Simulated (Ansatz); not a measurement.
# LiBr (SMILES [Li][Br]) at RPA@PBE/STO-3G

Aim: the energy change on altering one bond length of LiBr at RPA@PBE/STO-3G, from 2 runs. 

The calculation is run with Ansatz 0.2.0.

44 further runs of the same task are left out: 4 that didn't finish, 40 set aside as unsound or not needed.

### Step 1. The molecule

LiBr: 2 atoms, total charge 0, spin state singlet. As SMILES, `[Li][Br]`. Geometry: relaxed at PBE0-D4/def2-TZVP.

Bond lengths: Li1–Br2 2.172 Å.

### Step 2. The energy at RPA@PBE/STO-3G

The input, molecule.yaml:

```yaml
crystal:
  periodic: [false, false, false]
  atoms:
    - {symbol: Li, position_ang: [-0.910300, 0.277700, -0.476100]}
    - {symbol: Br, position_ang: [0.939700, -0.337900, 0.480100]}
basis:
  gaussian: {orbitals: STO-3G}
hamiltonian: {xc: pbe}
correlation: {method: rpa, frozen_orbitals: {Br: 9, Li: 0}}
accuracy: high
```

The run is started by

```bash
$ ansatz run molecule.yaml --threads 1 --pin off --max-ram 2610MiB --events-out events.jsonl --progress --plain --runs-dir runs
```

The program printed:

```text
Warning: RAYON_NUM_THREADS=1 ignored (pool sized by the plan → 1); use --threads N
Functional definition: PBE
  name "PBE"
  parameter kappa = 0.804
  parameter beta = 0.06672455060314922
  exchange = pbe_x(kappa = kappa, mu = beta*pi^2/3)
  correlation = pbe_c(beta = beta)
293 factors; integrals over basis functions are off by at most 6.7e-9 eV
mean field evaluation 1: about -69471.1287 eV, gradient 5.3e0 eV
mean field evaluation 2: about -69471.1095 eV, gradient 5.2e0 eV
mean field evaluation 4: about -69471.3331 eV, gradient 7.0e-1 eV
mean field evaluation 8: about -69471.3356 eV, gradient 6.4e-5 eV
mean field evaluation 16: about -69450.9004 eV, gradient 2.4e1 eV
mean field -69471.33561460 eV, -2553.0244944739 hartree, gradient 9.6e-8 eV, S^2 0.000000; 2 other end points of the search recorded, 0 dependent functions left out
9 core orbitals not correlated: weight in the atoms' cores, before any rotation towards them, 1.000 or more for the frozen orbitals, at most 0.000 for the correlated occupied ones
reference -69445.52773727 eV, -2552.0760724753 hartree; 10, 10 occupied and 4, 4 virtual orbitals, 293 factors
Total energy: -69446.68151867 eV, -2552.1184731599 hartree
```

Run time: 1.4 s. Hardware: 1 thread of Arm Neoverse V2, shared host; peak memory 0.091 GiB.

### Step 3. The distorted shape

The input, run.yaml:

```yaml
crystal:
  periodic: [false, false, false]
  atoms:
    - {symbol: Li, position_ang: [-1.372816, 0.431605, -0.715158]}
    - {symbol: Br, position_ang: [0.939700, -0.337900, 0.480100]}
basis:
  gaussian: {orbitals: STO-3G}
hamiltonian: {xc: pbe}
correlation: {method: rpa, frozen_orbitals: {Br: 9, Li: 0}}
accuracy: high
```

The run is started by

```bash
$ ansatz run run.yaml --threads 1 --pin off --max-ram 2610MiB --events-out events.jsonl --progress --plain --runs-dir runs
```

The program printed (excerpt; [...] marks lines left out):

```text
Warning: RAYON_NUM_THREADS=1 ignored (pool sized by the plan → 1); use --threads N
Functional definition: PBE
  name "PBE"
[...]
285 factors; integrals over basis functions are off by at most 7.0e-9 eV
[...]
mean field -69470.01646667 eV, -2552.9760166819 hartree, gradient 1.9e-8 eV, S^2 0.000000; 0 other end points of the search recorded, 0 dependent functions left out
9 core orbitals not correlated: weight in the atoms' cores, before any rotation towards them, 1.000 or more for the frozen orbitals, at most 0.000 for the correlated occupied ones
reference -69443.97113969 eV, -2552.0188685695 hartree; 10, 10 occupied and 4, 4 virtual orbitals, 285 factors
Total energy: -69445.36244324 eV, -2552.0699980318 hartree
```

It took 1.4 s on 1 thread of Arm Neoverse V2, shared host; peak memory 0.092 GiB.

### Step 4. Outcome

Level: RPA@PBE/STO-3G, 9 core orbitals frozen.

| quantity | value |
| --- | --- |
| first shape: total energy | -2552.11847 Eh |
| first shape: RPA correlation energy (valence) | -42.4 mEh |
| distorted shape: total energy | -2552.07000 Eh |
| distorted shape: RPA correlation energy (valence) | -51.1 mEh |
| energy change with the Li1–Br2 bond stretched from 2.172 to 2.714 Å | 1.319 eV |

With the Li1–Br2 bond stretched from 2.172 to 2.714 Å the energy rises by 1.32 eV (30 kcal/mol). The first shape isn't relaxed at this level, so the change isn't measured from a minimum. The minimal basis adds a large error of its own.
